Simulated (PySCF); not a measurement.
# C3H2F2OSi: the cost of one run

Computed with PySCF 2.14.0, with density-fitted response routines of our own, on a single molecule in the gas phase. Atoms are numbered from 0 throughout.

**1. The starting structure**

9 atoms, charge 0, multiplicity 1; geometry from: PBE0-D3(BJ)/def2-SVP.

Bonds of the start (Å): C0–C1 1.21, C1–C2 1.45, C2–O3 1.21, C2–Si4 1.92, Si4–F5 1.61, Si4–F6 1.61, C0–H7 1.08, Si4–H8 1.48.

**2. Nuclear shieldings: BP86/pcSseg-2**

Job settings and geometry (Å):

```
{"job": {"kind": "nmr", "xc": "BP86", "basis": "pcSseg-2", "pop": false}, "charge": 0, "multiplicity": 1}
C      2.256203     0.723391     0.217555
C      1.388247    -0.033986    -0.164822
C      0.264334    -0.835995    -0.598076
O      0.355148    -1.999014    -0.934645
Si    -1.474723    -0.025987    -0.633707
F     -1.849690     0.474054     0.851759
F     -1.440468     1.280062    -1.577660
H      3.041054     1.377581     0.554736
H     -2.484985    -0.983739    -1.122168
```

With the program's defaults for keys left out, this is: GIAO BP86/pcSseg-2 NMR shielding, non-relativistic, gas phase.

The run is started by

```sh
$ OMP_NUM_THREADS=1 python probes_run.py task.json out
```

This one command runs all jobs of the session in turn.

**Question.** How long does this first job take on 1 thread of Arm Neoverse V1, shared host, and how much memory does it need?

About 50 s, with a peak of 0.88 GiB.
